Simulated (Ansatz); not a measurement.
This script makes a comparison of functionals at one structure of YAl3, space group Pm-3m with the Ansatz DFT code, driven from Python.

Script `xc_yal3.py`:
```python
import ansatz

params = {
    'k_length': 24,
    'occupations': 'Fermi-Dirac',
    'width_ev': 0.05,
}


def main() -> None:
    cell = (
        ansatz.Lattice.of((4.24003, 0.0, 0.0), (0.0, 4.24003, 0.0), (0.0, 0.0, 4.24003))
        .atom('Y', (0.0, 0.0, 0.0))
        .atom('Al', (0.0, 0.5, 0.5))
        .atom('Al', (0.5, 0.5, 0.0))
        .atom('Al', (0.5, 0.0, 0.5))
    )

    base = cell.calculation()
    base = base.kpoints(length=params['k_length']).occupations(params['occupations'], width=params['width_ev'])
    base = base.stress()

    rows = []
    for value in ['blyp', 'r2scan', 'lda']:
        report = base.functional(value).run(threads=1, pin='off').report
        rows.append((value, report['free_energy_ev'] / len(report['lattice']['sites']), report['n_iterations'], sum(report['stress_gpa'][i][i] for i in range(3)) / 3, report['n_kpoints']))

    print('  functional   F/atom (eV)    iterations       P (GPa)      k-points')
    for row in rows:
        print(f'{str(row[0]):>12s}  {row[1]:12.5f}  {row[2]:12d}  {row[3]:12.3f}  {row[4]:12d}')


if __name__ == '__main__':
    main()
```

Which functional puts this cell under the lowest pressure, and which under the highest?

From lowest to highest: LDA (-3.0 GPa), r2SCAN (0.1 GPa) and BLYP (4.6 GPa). At a fixed cell a lower pressure usually means a smaller equilibrium volume, so LDA prefers the smallest cell and BLYP the largest.

The output:

Output of `python xc_yal3.py`:
```text
DeckWarning: basis.ecutwfc = 420 eV, auto-derived from the records' recommended cutoffs: set by Y (normal level)
DeckWarning: basis.ecutwfc = 500 eV, auto-derived from the records' recommended cutoffs: set by Y (their level for a meta-GGA)
  functional   F/atom (eV)    iterations       P (GPa)      k-points
        blyp   -1371.09694             6         4.596            20
      r2scan   -1370.68374             7         0.113            20
         lda   -1321.50886             6        -2.950            20
```
(Warnings from the package without file and line.)

What to keep in mind:
- BLYP can be off by several per cent in the lattices of metals, and by several GPa in the pressure at a fixed cell.
- For a metal this k-point mesh is coarse: on a finer one energies can move by several to tens of meV an atom and pressures by half a GPa or more, differences at one mesh by less.
- Pressure is positive in compression.
- The structure comes from a database of computed cells and needn't be a stable or known phase.
- Total energies of different functionals can't be compared; pressures, moments and gaps at this one structure can.
- Run time: 5.8 s on 1 thread of Arm Neoverse V2, with other jobs on the host, peak memory 0.53 GiB.

(Lines on the test bed's own set-up are left out of the output.)
